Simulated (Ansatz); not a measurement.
# ClH3NNbO2: the cost of one run

Program: Ansatz 0.2.0, Gaussian basis. Level of theory: the settings change from run to run. These are calculated values, not measurements.

### Step 1. The relaxed structure

The geometry comes from an earlier relaxation with PBE0-D4 in a triple-zeta def2 set; it is a stationary point, not always the lowest conformer. Nb takes a core potential in def2 sets; no spin-orbit term is included.

SMILES `[NH]=[Nb]([OH])([OH])[Cl]`, 8 atoms, charge 0, spin multiplicity 1.

Atoms are counted from 1 here; the program's logs count them from 0.

Bond lengths: N1–Nb2 1.735 Å, N1–H6 1.008 Å, Nb2–O3 1.903 Å, Nb2–O4 1.903 Å, Nb2–Cl5 2.316 Å, O3–H7 0.960 Å, O4–H8 0.960 Å. Angles: Nb2–N1–H6 179.5°, N1–Nb2–O3 106.3°, N1–Nb2–O4 106.3°, N1–Nb2–Cl5 110.8°, O3–Nb2–O4 112.9°, O3–Nb2–Cl5 110.2°, O4–Nb2–Cl5 110.2°, Nb2–O3–H7 126.2°, Nb2–O4–H8 126.2°.

### Step 2. wB97X/cc-pVTZ-DK

This run has multiplicity 3, a grid of angular degree 23, high accuracy.

in.yaml reads:

```yaml
crystal:
  periodic: [false, false, false]
  atoms:
    - {symbol: N, position_ang: [-1.191619, 1.306980, -0.110167]}
    - {symbol: Nb, position_ang: [0.102262, 0.151096, -0.141809]}
    - {symbol: O, position_ang: [0.682329, -0.049139, 1.659996]}
    - {symbol: O, position_ang: [-0.630237, -1.449242, -0.866665]}
    - {symbol: Cl, position_ang: [1.847165, 0.904261, -1.465440]}
    - {symbol: H, position_ang: [-1.939051, 1.983320, -0.096947]}
    - {symbol: H, position_ang: [1.382729, -0.628582, 1.968333]}
    - {symbol: H, position_ang: [-0.161476, -2.275695, -1.003102]}
basis:
  gaussian: {orbitals: cc-pVTZ-DK, final_grid: {core_spheres: 8, valence_spheres: 7, degree: 23}}
magnetization: {spin_polarized: true, initial_magnetization: 2}
hamiltonian: {xc: {name: wB97X}}
accuracy: high
output: {forces: true}
```

Command:

```bash
> ansatz run in.yaml --threads 4 --pin off --events-out ev --progress --plain --max-ram 10444MiB
```

**Question.** How long does this run take on 4 threads of Intel Xeon Platinum 8488C, shared host, and how much memory does it need?

About 60 s, with a peak of 2.8 GiB.
